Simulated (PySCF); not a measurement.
**Si⁺, Si²⁺: ionisation energy in 6-31G***

Each state of silicon is computed at each level; their differences give the ionisation energy. How far do the methods differ?

The numbers are computed with PySCF 2.14.0 (unrestricted determinants in a Gaussian basis, no spin-orbit coupling in the energies), except any that are marked as measured or tabulated.

6 further runs of the same task are left out: 6 that didn't finish.

**1. What is computed**

```
Element                                   : silicon (Z = 14)
Basis                                     : 6-31G*
Hamiltonian                               : the non-relativistic Hamiltonian (point nucleus)
State 1                                   : Si⁺: [Ne] 3s2 3p1, 2P determinant
State 2                                   : Si²⁺: [Ne] 3s2, closed-shell 1S
Methods                                   : UHF, PBE0, B3LYP, MP2, CCSD(T)
Core shells frozen in the correlated runs : valence: [Ne] (for Si⁺)
```

The outer shells:

Si+ [Ne] 3s2 3p1
```
[Ne] core
3s [↑↓]
3p [↑ ][  ][  ]
```

Si2+ [Ne] 3s2
```
[Ne] core
3s [↑↓]
```

One driver process ran all states and methods and kept the integrals in memory. Each run is shown as a PySCF script that sums up its settings (the driver passes frozen orbitals as a list and adds second-order terms of double hybrids); the logs are those of the runs themselves. The driver starts from symmetry-adapted Hartree-Fock orbitals, holds the occupation by maximum overlap and uses a logarithmic radial grid for functionals, so a plain start would take other cycles.

The driver's launch:

```sh
$ OMP_NUM_THREADS=1 python atomrun2.py TASK.json OUT
```

The integrals over 18 functions and the set-up took 0.02 s of CPU time.

**2. Si⁺**

Level: UHF.

Input file input.py:

```python
from pyscf import gto, scf, dft, mp, cc
import basis_set_exchange as bse
mol = gto.M(atom="Si 0 0 0", charge=1, spin=1, symmetry="D2h",
            basis=gto.basis.parse(bse.get_basis("6-31G*", elements=["Si"], fmt="nwchem", header=False)))
mf = scf.UHF(mol)
mf.irrep_nelec = {'Ag': (3, 3), 'B1u': (1, 1), 'B2u': (2, 1), 'B3u': (1, 1)}
mf.kernel()
```

Level: PBE0.

Changes to input.py:

```diff
@@ -4,3 +4,3 @@
             basis=gto.basis.parse(bse.get_basis("6-31G*", elements=["Si"], fmt="nwchem", header=False)))
-mf = scf.UHF(mol)
+mf = dft.UKS(mol, xc="PBE0")
 mf.irrep_nelec = {'Ag': (3, 3), 'B1u': (1, 1), 'B2u': (2, 1), 'B3u': (1, 1)}
```

Level: B3LYP.

Changes to input.py:

```diff
@@ -4,3 +4,3 @@
             basis=gto.basis.parse(bse.get_basis("6-31G*", elements=["Si"], fmt="nwchem", header=False)))
-mf = dft.UKS(mol, xc="PBE0")
+mf = dft.UKS(mol, xc="B3LYP")
 mf.irrep_nelec = {'Ag': (3, 3), 'B1u': (1, 1), 'B2u': (2, 1), 'B3u': (1, 1)}
```

Level: MP2 (valence).

Changes to input.py:

```diff
@@ -4,4 +4,5 @@
             basis=gto.basis.parse(bse.get_basis("6-31G*", elements=["Si"], fmt="nwchem", header=False)))
-mf = dft.UKS(mol, xc="B3LYP")
+mf = scf.UHF(mol)
 mf.irrep_nelec = {'Ag': (3, 3), 'B1u': (1, 1), 'B2u': (2, 1), 'B3u': (1, 1)}
 mf.kernel()
+mp.UMP2(mf, frozen=5).kernel()
```

Level: CCSD(T) (valence).

Changes to input.py:

```diff
@@ -7,2 +7,3 @@
 mf.kernel()
-mp.UMP2(mf, frozen=5).kernel()
+mycc = cc.CCSD(mf, frozen=5).run()
+mycc.ccsd_t()
```

**3. Si²⁺**

Level: UHF.

Input file input.py:

```python
from pyscf import gto, scf, dft, mp, cc
import basis_set_exchange as bse
mol = gto.M(atom="Si 0 0 0", charge=2, spin=0, symmetry="D2h",
            basis=gto.basis.parse(bse.get_basis("6-31G*", elements=["Si"], fmt="nwchem", header=False)))
mf = scf.UHF(mol)
mf.irrep_nelec = {'Ag': (3, 3), 'B1u': (1, 1), 'B2u': (1, 1), 'B3u': (1, 1)}
mf.kernel()
```

Level: PBE0.

Changes to input.py:

```diff
@@ -4,3 +4,3 @@
             basis=gto.basis.parse(bse.get_basis("6-31G*", elements=["Si"], fmt="nwchem", header=False)))
-mf = scf.UHF(mol)
+mf = dft.UKS(mol, xc="PBE0")
 mf.irrep_nelec = {'Ag': (3, 3), 'B1u': (1, 1), 'B2u': (1, 1), 'B3u': (1, 1)}
```

Level: B3LYP.

Changes to input.py:

```diff
@@ -4,3 +4,3 @@
             basis=gto.basis.parse(bse.get_basis("6-31G*", elements=["Si"], fmt="nwchem", header=False)))
-mf = dft.UKS(mol, xc="PBE0")
+mf = dft.UKS(mol, xc="B3LYP")
 mf.irrep_nelec = {'Ag': (3, 3), 'B1u': (1, 1), 'B2u': (1, 1), 'B3u': (1, 1)}
```

Level: MP2 (valence).

Changes to input.py:

```diff
@@ -4,4 +4,5 @@
             basis=gto.basis.parse(bse.get_basis("6-31G*", elements=["Si"], fmt="nwchem", header=False)))
-mf = dft.UKS(mol, xc="B3LYP")
+mf = scf.UHF(mol)
 mf.irrep_nelec = {'Ag': (3, 3), 'B1u': (1, 1), 'B2u': (1, 1), 'B3u': (1, 1)}
 mf.kernel()
+mp.UMP2(mf, frozen=5).kernel()
```

Level: CCSD(T) (valence).

Changes to input.py:

```diff
@@ -7,2 +7,3 @@
 mf.kernel()
-mp.UMP2(mf, frozen=5).kernel()
+mycc = cc.CCSD(mf, frozen=5).run()
+mycc.ccsd_t()
```

What does the calculation give?

**Answer**, as computed:

| quantity | value |
| --- | --- |
| ionisation energy, Si⁺ | UHF 15.822, CCSD(T) (valence) 16.040 eV; reference 16.322 |

Each level's miss and price (over 1 difference):

| method | mean absolute miss against the measured value (with the measured fine structure taken into account where it is known) (eV) | CPU time, both states (s) |
| --- | --- | --- |
| UHF | 0.500 | 0.04 |
| PBE0 | 0.140 | 0.07 |
| B3LYP | 0.127 | 0.08 |
| MP2 (valence) | 0.374 | 0.04 |
| SCS-MP2 (valence) | 0.393 | 0.04 |
| CCSD (valence) | 0.298 |  |
| CCSD(T) (valence) | 0.282 | 0.1 |

**Reading.** B3LYP lands nearest to the measured value (off by 0.13 eV), level with PBE0; UHF misses by most (0.50 eV). Hartree-Fock falls short because the species with more electrons holds more correlation energy, which it lacks. All values hold for this basis alone; no basis-set limit was taken.
